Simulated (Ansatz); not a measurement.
Crystal: BiTe.

```xyz
2
Lattice="2.4227 1.3988 3.3173 -2.4227 1.3988 3.3173 0.0000 -2.7975 3.3173" Properties=species:S:1:pos:R:3 pbc="T T T"
Bi    0.0000    0.0000    4.9759
Te    0.0000    0.0000    0.0000
```

The cell comes from a database or a generator and needn't be the stable form of this composition.

- Program: Ansatz 0.2.0
- Task: relaxation of cell and atoms
- Functional: PBEsol
- Potentials or basis: Ansatz PAW
- Cutoff: 420 eV (not typed: the program's choice for these potentials)
- k mesh: 7 × 7 × 7
- Occupations: fermi-dirac, width 0.05 eV
- Spin: no spin polarisation

At the start: volume 33.72 Å³/atom.

Problem. How do energy, volume and symmetry change on relaxing?

Solution. It ends after 6 steps and the volume is 31.96 Å³/atom (-5.2 %); space group R-3m (No. 166, to 0.05 Å).

Step by step:
| step | energy change (eV) | largest force (eV/Å) | volume (Å³) |
| --- | --- | --- | --- |
| 1 | 0.0000 | 0.0000 | 67.45 |
| 2 | -0.0198 | 0.0000 | 62.85 |
| 3 | -0.0259 | 0.0000 | 64.24 |
| 4 | -0.0264 | 0.0000 | 64.09 |
| 5 | -0.0267 | 0.0000 | 63.91 |
| 6 | -0.0261 | 0.0000 | 63.91 |

Final structure:
```
CELL_PARAMETERS angstrom
2.40501 1.38853 3.18986
-2.40501 1.38853 3.18986
0.00000 -2.77707 3.18986
ATOMIC_POSITIONS crystal
Bi 0.50000 0.50000 0.50000
Te 0.00000 0.00000 0.00000
```

Caveat: the plane-wave basis is chosen anew once the cell has moved, so the energies of steps on either side of that aren't comparable; the PAW data sets come from PBE, with cores solved anew for the run's functional, which leaves a small shift of forces and pressure.
